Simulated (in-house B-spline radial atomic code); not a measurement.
# Tc²⁺: starting-point dependence of G0W0 and RPA

Aim: see how far the highest quasi-particle level and the RPA correlation energy of Tc²⁺ depend on the orbitals that they are built on.

Method: RPA, second order, AC-SOSEX and G0W0 (contour deformation) on a scalar-relativistic mean field, all electrons; no spin-orbit coupling, Breit or QED terms, no two-electron picture change. Code: an in-house B-spline radial atomic code, version 1.

## 1. The atom as given

* element: technetium (Z = 43)
* charge: +2
* electrons: 41
* configuration: [Kr] 4d5
* Hamiltonian: scalar-relativistic (spin-free one-electron X2C), finite nucleus
* starts: Hartree-Fock, LDA (VWN5), PBE, PBE0, r2SCAN, HSE06, B3LYP, SCAN, TPSS, BHandHLYP, CAM-B3LYP, LC-ωPBE, ωB97X, PBEsol, BLYP, r2SCAN0, exchange-only LDA

Outer shells as boxes (Hund's rule):

Tc2+
```
[Kr] core
4d [↑ ][↑ ][↑ ][↑ ][↑ ]
```

## 2. Hartree-Fock start

The run's settings:

```ini
Z = 43
electrons = 41.0
configuration = [Kr] 4d5
hamiltonian = x2c
method = hf
lmax = 9
rms_radius = 4.411169945885085
spin_polarised = True
box_radius = 17.55
intervals = 69
```

Run with:

```
> python run_gw.py task.json out
```

The settings of every run stand in task.json; they run in order.

Further steps of the session: LDA (VWN5) start; PBE start; PBE0 start; r2SCAN start; HSE06 start; B3LYP start; SCAN start; TPSS start; BHandHLYP start; CAM-B3LYP start; LC-ωPBE start; ωB97X start; PBEsol start; BLYP start; r2SCAN0 start; Exchange-only LDA start.

What does the calculation give? Wanted: highest level, mean field; highest level, G0W0; RPA correlation energy; RPA+SOSEX.

**Answer**, as computed:

| quantity | value |
| --- | --- |
| highest level, mean field (range over the runs) | -30.01 to -22.86 eV |
| highest level, G0W0 (range over the runs) | -30.35 to -29.95 eV (14 of 17 runs have a usable weight) |
| RPA correlation energy | -3.090 to -2.831 hartree |
| RPA+SOSEX | -2.1430 to -1.9665 hartree |
| semi-empirical ionisation energy (4d shell) | 29.550 eV (NIST Atomic Spectra Database, ionization energies) |
| G0W0 removal energy less that value | +0.398 to +0.795 eV |

In words: The starts spread the highest level over 7.14 eV; after G0W0 0.40 eV remain, 5.6 % of that. These spreads count the runs with a usable weight. On the semilocal starts the correction is downwards, 6.2 to 7.3 eV, since their self-interaction lifts occupied levels. The RPA energy is largest in size on LDA (VWN5) and smallest on Hartree-Fock, 8.4 % apart; over the runs it loosely follows the gap of the start, as smaller excitation energies give more correlation. Against the semi-empirical ionisation energy, 29.550 eV, G0W0 is nearest on HSE06 (+0.40 eV) and farthest on Hartree-Fock (+0.80 eV). Spin-orbit coupling is left out; in a half-filled shell it acts at second order, but the ion left behind splits at first order. Read as a removal energy, the bare PBE level is off by -5.73 eV (-19 %) and the nearest bare level, Hartree-Fock's, by +0.456 eV. The slowest run (PBE0, 8.2 s) took 2.8 times as long as the fastest (r2SCAN0, 2.9 s); their misses are +0.44 eV (PBE0) and +0.43 eV (r2SCAN0).
